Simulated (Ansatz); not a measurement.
# Cl2HInO: the cost of one run

Method: RKS BHLYP-D4/def2-SVP, in Ansatz 0.2.0.

**1. The structure to begin with**

Bond lengths: In1–Cl2 2.440 Å, In1–O3 1.990 Å, O3–H4 1.010 Å, In1–Cl5 2.440 Å. Angles: Cl2–In1–O3 120.0°, Cl2–In1–Cl5 120.0°, O3–In1–Cl5 120.0°, In1–O3–H4 109.5°.

Structure file:

```xyz
5

In    0.0000    0.0000    0.0000
Cl    0.0000    0.0000    2.4400
O     1.7233    0.0000   -0.9950
H     2.0232   -0.9519   -1.1499
Cl   -2.1130    0.0000   -1.2200
```

**2. Preparing the start**

input.yaml

```yaml
crystal:
  periodic: [false, false, false]
  atoms:
    - { symbol: In, position_ang: [0.0, 0.0, 0.0] }
    - { symbol: Cl, position_ang: [0.0, 0.0, 2.44] }
    - { symbol: O, position_ang: [1.7233, 0.0, -0.995] }
    - { symbol: H, position_ang: [2.0232, -0.9519, -1.1499] }
    - { symbol: Cl, position_ang: [-2.113, 0.0, -1.22] }
basis:
  gaussian: { orbitals: def2-SVP }
hamiltonian:
  xc: { name: BHLYP }
  dispersion: d4
relax:
  f_tol: 0.02
  max_steps: 40
```

Run with:

```console
$ ansatz run input.yaml --threads 1 --pin off --max-ram 2048MiB --backend cpu --events-out ev --progress --plain --runs-dir out
```

Q: Estimate wall time and peak memory on 1 thread of Arm Neoverse V1, shared host.

About 58 s, with a peak of 0.17 GiB.
